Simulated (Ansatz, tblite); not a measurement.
# The cluster As5P4−: isomers from a random search

An exercise on one series of results from a longer session: the logs are not shown, and one member is left open.

Program: Ansatz 0.2.0, Gaussian basis. Level of theory: relaxed with PBE-D4/def2-SVP, singlet. These are calculated values, not measurements.

10 further runs of the same task are left out: 2 that didn't finish, 8 set aside as unsound or not needed. Runs told in other sessions of the task aren't counted.

## The system as given

9 atoms, charge -1, spin multiplicity 1.

Atoms are counted from 1 here; the program's logs count them from 0.

Bond lengths: P1–P2 2.104 Å, P1–P3 2.246 Å, P1–P4 2.147 Å, P2–P4 2.134 Å, P3–As5 2.315 Å, P3–As8 2.316 Å, P4–As5 2.393 Å, As5–As9 2.446 Å, As6–As7 2.443 Å, As6–As8 2.418 Å, As6–As9 2.432 Å, As7–As8 2.460 Å, As7–As9 2.480 Å. Angles: P2–P1–P3 109.6°, P2–P1–P4 60.3°, P3–P1–P4 94.2°, P1–P2–P4 60.9°, P1–P3–As5 89.6°, P1–P3–As8 103.0°, As5–P3–As8 107.7°, P1–P4–P2 58.9°, P1–P4–As5 90.0°, P2–P4–As5 108.0°, P3–As5–P4 86.2°, P3–As5–As9 103.1°, P4–As5–As9 101.6°, As7–As6–As8 60.8°, As7–As6–As9 61.1°, As8–As6–As9 95.1°, As6–As7–As8 59.1°, As6–As7–As9 59.2° and more.

As a file:

```
P     1.3645    2.0136   -0.3573
P     2.3444    0.3374    0.4525
P    -0.7372    1.4588   -0.9219
P     1.1029    1.5263    1.7168
As   -1.1748    0.9303    1.2894
As    0.5055   -2.0591   -0.4748
As   -1.8912   -2.1665   -0.9335
As   -0.4578   -0.5280   -2.0792
As   -1.0565   -1.5127    1.3080
```

The ion is computed in the gas phase, without counter-ions or solvent.

A search from random starts with GFN2-xTB found 22 distinct shapes; 2 go on here. The structure above is candidate A, which lies 0.00 eV above the lowest at that level; B lies 0.86 eV above the lowest at that level.

Set-up of the first run:

in.yaml

```yaml
crystal:
  periodic: [false, false, false]
  atoms:
    - {symbol: P, position_ang: [1.364530, 2.013640, -0.357340]}
    - {symbol: P, position_ang: [2.344380, 0.337390, 0.452530]}
    - {symbol: P, position_ang: [-0.737170, 1.458760, -0.921890]}
    - {symbol: P, position_ang: [1.102940, 1.526270, 1.716790]}
    - {symbol: As, position_ang: [-1.174840, 0.930290, 1.289440]}
    - {symbol: As, position_ang: [0.505540, -2.059070, -0.474780]}
    - {symbol: As, position_ang: [-1.891160, -2.166540, -0.933550]}
    - {symbol: As, position_ang: [-0.457780, -0.528020, -2.079200]}
    - {symbol: As, position_ang: [-1.056460, -1.512730, 1.308000]}
basis:
  gaussian: {orbitals: def2-SVP}
total_charge: -1
hamiltonian: {xc: pbe, dispersion: d4}
scf: {lower_state_search: "off"}
output: {orbitals: {seedname: orbitals}}
relax: {f_tol: 0.03, max_steps: 70}
```

Launch:

```bash
> ansatz run in.yaml --threads 4 --pin off --events-out ev --progress --plain --max-ram 6963MiB
```

Among the steps run: Relaxing candidate A; Relaxing candidate B; Candidate B, PBE0-D4/def2-TZVPD; Candidate B, PBE-D4/def2-TZVPD; Candidate B, r2SCAN-D4/def2-TZVPD.

One table of the session follows, with a row left open; its other results are not shown here.

It belongs to the step «B against A». 

```
               level  B above A (kcal/mol)
            GFN1-xTB                 +30.4
            GFN2-xTB                 +26.9
   PBE-D4/def2-TZVPD                 +25.2
r2SCAN-D4/def2-TZVPD                 +27.4
  PBE0-D4/def2-TZVPD                     ?
```

Estimate the missing values for PBE0-D4/def2-TZVPD.

The run gave: B above A (kcal/mol): +30.3. In the column «B above A (kcal/mol)» it lies between r2SCAN-D4/def2-TZVPD (+27.4) and GFN1-xTB (+30.4).

Limits of these values: The search was small, so a lower isomer may exist. Only singlets are compared; another spin may lie lower and prefer another shape.
